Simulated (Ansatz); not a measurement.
# CH₅FNSi radical: basis-set convergence

One table from this session's results is given with a row withheld; the runs are named, their logs left out.

Program: Ansatz 0.2.0, Gaussian basis. Level of theory: one geometry, several basis sets. These are calculated values, not measurements.

The runs, in order: PBE0-D4/def2-SVP; ωB97M-V/def2-SVP; PBE0-D4/def2-QZVPP; ωB97M-V/def2-QZVPP; the functionals' def2-TZVPP values are taken from earlier runs.

**Structure used throughout**

An earlier PBE0-D4 in a triple-zeta def2 set relaxation fixed the geometry.

SMILES `[CH2][SiH](N)F`, 9 atoms, charge 0, spin multiplicity 2.

Atoms are counted from 1 here; the program's logs count them from 0.

Bond lengths: C1–Si2 1.832 Å, C1–H5 1.085 Å, C1–H6 1.085 Å, Si2–N3 1.699 Å, Si2–F4 1.607 Å, Si2–H7 1.483 Å, N3–H8 1.007 Å, N3–H9 1.007 Å. Angles: Si2–C1–H5 122.4°, Si2–C1–H6 122.5°, H5–C1–H6 115.1°, C1–Si2–N3 109.8°, C1–Si2–F4 106.2°, C1–Si2–H7 114.7°, N3–Si2–F4 114.5°, N3–Si2–H7 106.8°, F4–Si2–H7 105.1°, Si2–N3–H8 121.1°, Si2–N3–H9 121.8°, H8–N3–H9 111.8°.

The first run:

File in.yaml:

```yaml
crystal:
  periodic: [false, false, false]
  atoms:
    - {symbol: C, position_ang: [-0.637786, 1.275813, -0.546224]}
    - {symbol: Si, position_ang: [0.441949, -0.191692, -0.355862]}
    - {symbol: N, position_ang: [0.140371, -0.936780, 1.140634]}
    - {symbol: F, position_ang: [0.159551, -1.124016, -1.634049]}
    - {symbol: H, position_ang: [-1.062507, 1.564403, -1.502517]}
    - {symbol: H, position_ang: [-0.847688, 1.955079, 0.273938]}
    - {symbol: H, position_ang: [1.895620, 0.098901, -0.404131]}
    - {symbol: H, position_ang: [0.794615, -1.591469, 1.536423]}
    - {symbol: H, position_ang: [-0.795724, -1.096540, 1.474687]}
basis:
  gaussian: {orbitals: def2-SVP}
magnetization: {spin_polarized: true, initial_magnetization: 1}
hamiltonian: {xc: pbe0, dispersion: d4}
output: {orbitals: {seedname: orbitals}}
```

Launch:

```sh
ansatz run in.yaml --threads 4 --pin off --events-out ev --progress --plain --max-ram 10444MiB
```

Steps of the session up to this table: PBE0-D4 in def2-SVP; ωB97M-V in def2-SVP; PBE0-D4 in def2-QZVPP; ωB97M-V in def2-QZVPP.

One of the session's tables, all rows but one given; the rest of the session is left out.

It belongs to the step «Functionals by basis». 

```
functional       basis  HOMO (eV)  LUMO (eV)
   PBE0-D4    def2-SVP      -7.17      -2.26
   PBE0-D4  def2-TZVPP          ?          ?
   PBE0-D4  def2-QZVPP      -7.31      -2.56
   ωB97M-V    def2-SVP      -9.20      -0.27
   ωB97M-V  def2-TZVPP      -9.31      -0.66
   ωB97M-V  def2-QZVPP      -9.34      -0.76
```

Estimate the missing values for PBE0-D4, def2-TZVPP.

**Answer.** HOMO (eV): -7.28; LUMO (eV): -2.51. In the column «HOMO (eV)» it lies between PBE0-D4, def2-QZVPP (-7.31) and PBE0-D4, def2-SVP (-7.17).
